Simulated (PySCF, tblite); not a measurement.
**C4H6ClO2Si radical: geometry, infrared bands and EPR parameters**

Wanted: the infrared bands and EPR parameters of C4H6ClO2Si radical (`C=C[C@H]1CO[Si](Cl)O1`), by calculation.

The runs use tblite 0.8.0 and PySCF 2.14.0, with density-fitted response routines of our own; the level of theory stands in each step. All values are computed, except where a source is named. Atoms count from 0, in the outputs and in this text.

### 1 The starting structure

14 atoms, charge 0, multiplicity 2; geometry from: force field or distance geometry start.

Bonds of the start (Å): C0–C1 1.34, C1–C2 1.48, C2–C3 1.46, C3–O4 1.37, O4–Si5 1.73, Si5–Cl6 2.08, Si5–O7 1.74, O7–C2 1.38, C0–H8 1.06, C0–H9 1.08, C1–H10 1.09, C2–H11 1.10, C3–H12 1.12, C3–H13 1.12.

### 2 Relaxing the molecule with GFN2-xTB

Job settings and geometry (Å):

```
{"job": {"kind": "relax", "xc": "GFN2-xTB", "basis": "xTB"}, "charge": 0, "multiplicity": 2}
C      2.328100     0.558300     0.314600
C      1.006300     0.531100     0.538800
C      0.063200    -0.045900    -0.452400
C     -0.694000    -1.151600     0.131000
O     -2.045300    -1.084100    -0.073600
Si    -2.334400     0.321200    -1.040300
Cl    -3.679700     1.610500    -0.120000
O     -0.747600     1.001100    -0.855200
H      2.774700     0.192800    -0.578400
H      2.945300     0.986500     1.093400
H      0.612400     0.913800     1.480600
H      0.635800    -0.392600    -1.329700
H     -0.345600    -2.097100    -0.349300
H     -0.519900    -1.344500     1.218200
```

On the command line:

```sh
> OMP_NUM_THREADS=1 python probes_run.py task.json out
```

This one command runs all jobs of the session in turn.

**Question.** This job is followed by: GFN2-xTB harmonic vibrations, gas phase; UKS B3LYP, pcH-1 on C Cl H O Si, non-relativistic, mean-field spin-orbit, GIAO. What will the session give for the following? strongest single infrared mode (GFN2-xTB); zero-point energy (GFN2-xTB); g(iso) (B3LYP); ⟨S²⟩; largest a(iso); potential on the surface of density 0.002 e/bohr³, 1st and 99th percentile.

The runs gave:

| quantity | value |
| --- | --- |
| strongest single infrared mode (GFN2-xTB) | 794 cm⁻¹, 176 km/mol |
| zero-point energy (GFN2-xTB) | 60.9 kcal/mol |
| g(iso) (B3LYP) | 2.00094 |
| ⟨S²⟩ | 0.751 (exact 0.75) |
| largest a(iso) | 29Si on Si5, -1104.0 MHz |
| potential on the surface of density 0.002 e/bohr³, 1st and 99th percentile | -1.20 V and 1.10 V |

What this shows: Over 112 steps the energy fell by 0.625 eV; of the close pairs, Si5–O7 changed most, 1.736 to 1.638 Å. All 36 modes are real, so the xTB geometry is a minimum. The strongest single mode, at 794 cm⁻¹, is carried by O4, Si5, O7. GFN2-xTB is a fitted tight-binding method: band positions and strengths are rough. Its intensities can rank the bands wrongly. Si5 carries the largest spin population, 0.78 e. The isotropic g lies 1.4 ppt below the free-electron value. These values are for one conformer; the search (at its own cheap level) found 2 more, at 0.11, 0.11 kcal/mol, and measured spectra average over such forms.
